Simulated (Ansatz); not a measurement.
# TaN: the cost of one run

Computed with Ansatz 0.2.0 (DFT LDA, scalar-relativistic, plane waves, PAW, unless a step's input says otherwise).

5 further runs of the same task are left out: 5 set aside as unsound or not needed.

**1. The system as given**

It takes space group P-6m2 (No. 187, hexagonal). The conventional cell has a = 2.907 Å, b = 2.907 Å, c = 2.851 Å, α = 90.00°, β = 90.00°, γ = 120.00°. Around Ta (site symmetry -6m2) lie 6 N at 2.20 Å. Around N (site symmetry -6m2) lie 6 Ta at 2.20 Å.

As a file:

```xyz
2
Lattice="2.9069 0.0000 0.0000 -1.4534 2.5174 0.0000 0.0000 0.0000 2.8509" Properties=species:S:1:pos:R:3 pbc="T T T"
Ta    0.0000    1.6783    1.4254
N     0.0000    0.0000    0.0000
```

It is the result of an earlier relaxation at this level (volume 10.43 Å³/atom; gap on the mesh: none (metal)).

**2. Relaxing at 6 GPa**

What is minimised here is the enthalpy; the energy can go up as the cell is squeezed.

Contents of input.yaml:

```yaml
crystal:
  lattice:
    - [2.9068983754, 0.0, 0.0]
    - [-1.4534491877, 2.5174478393, 0.0]
    - [0.0, 0.0, 2.8508655662]
  atoms:
    - { symbol: Ta, position: [0.3333333333, 0.6666666667, 0.5] }
    - { symbol: "N", position: [0.0, 0.0, 0.0] }
basis:
  ecutwfc: 420
kpoints:
  mp_grid: { grid: [18, 18, 14] }
hamiltonian:
  xc: lda
scf:
  occupations: { method: fermi_dirac, width: 0.15 }
output:
  forces: true
  stress: true
  eigenvalues: true
relax:
  adjacent_minimum: "off"
  f_tol: 0.001
  max_steps: 60
  cell: { stress_tol: 0.02, p_target: 6.0 }
```

The run is started by

```console
> ansatz run input.yaml --threads 1 --pin off --max-ram 3072MiB --backend cpu --events-out ev --progress --plain --runs-dir out
```

**Question.** How long does this run take on 1 thread of Arm Neoverse V1, shared host, and how much memory does it need?

About 67 s, with a peak of 0.39 GiB.
